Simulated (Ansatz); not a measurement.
# Si13P2Pt3Au2: the cost of one run

Method: DFT PBE, scalar-relativistic, plane waves, PAW, in Ansatz 0.2.0.

## (1) The system as given

The cell holds 20 atoms (Au2P2Pt3Si13): a = 6.480 Å, b = 6.786 Å, c = 7.158 Å, α = 87.59°, β = 90.56°, γ = 90.05°.

It is the last frame of an earlier stage of the same melt, run at 940 K.

Its coordinates follow in the input file.

## (2) Dynamics at 300 K

One k point, a Fermi-Dirac width of 0.050 eV and a fixed cell.

The input, input.yaml:

```yaml
crystal:
  lattice:
    - [6.479448, -0.002335, -0.033127]
    - [-0.002335, 6.784316, 0.146678]
    - [-0.033127, 0.146678, 7.156887]
  atoms:
    - { symbol: Si, position: [0.6263228559, 0.4160958171, 0.9438304513] }
    - { symbol: Si, position: [0.9092967458, 0.555268212, 0.0851093846] }
    - { symbol: Si, position: [0.6658836063, 0.9345606509, 0.2613258715] }
    - { symbol: Si, position: [0.1620170086, 0.9026872546, 0.5739212845] }
    - { symbol: Si, position: [0.1144432563, 0.4057215706, 0.7408039309] }
    - { symbol: Si, position: [0.1013773284, 0.989587178, 0.2413755957] }
    - { symbol: Si, position: [0.2644484636, 0.5347517335, 0.0740754427] }
    - { symbol: Si, position: [0.4023036838, 0.6276973894, 0.7559844587] }
    - { symbol: Si, position: [0.5100604588, 0.2875708853, 0.396125855] }
    - { symbol: Si, position: [0.8326597247, 0.1071540522, 0.5058889672] }
    - { symbol: Si, position: [0.2262440379, 0.892907821, 0.9177392417] }
    - { symbol: Si, position: [0.7026578032, 0.5925668666, 0.338781589] }
    - { symbol: Si, position: [0.8583767605, 0.1747327267, 0.8240024189] }
    - { symbol: Pt, position: [0.3908016428, 0.1583099735, 0.6880006455] }
    - { symbol: Pt, position: [0.4094254683, 0.1580465911, 0.1185438193] }
    - { symbol: Pt, position: [0.8756703442, 0.9068239957, 0.0123301427] }
    - { symbol: P, position: [0.6546728603, 0.8907818603, 0.7416324025] }
    - { symbol: P, position: [0.8949143218, 0.6877559424, 0.6405826846] }
    - { symbol: Au, position: [0.3885984037, 0.6576539191, 0.4195572868] }
    - { symbol: Au, position: [0.0852331789, 0.3235511329, 0.3533228427] }
  symmetry: { detect: false }
basis:
  ecutwfc: 420
  xc_grid: 1
kpoints:
  mp_grid: { grid: [1, 1, 1], shift: [0.25, 0.25, 0.25] }
hamiltonian:
  xc: pbe
scf:
  occupations: { method: fermi_dirac, width: 0.05 }
  lower_state_search: "off"
  convergence: { dr2_threshold: 1.0e-05 }
output:
  forces: true
  stress: true
md:
  timestep: 3.0
  n_steps: 230
  ensemble: nvt_langevin
  friction: 0.03
  temperature: 300.0
  initial_velocities: maxwell_boltzmann
  seed: 69814
```

Launch:

```bash
$ ansatz run input.yaml --threads 2 --pin off --max-ram 5120MiB --backend cpu --events-out ev --progress --plain --runs-dir out
```

**Question.** How long does this run take on 2 threads of Arm Neoverse V1, shared host, and how much memory does it need?

About 6.4 min, with a peak of 0.49 GiB.
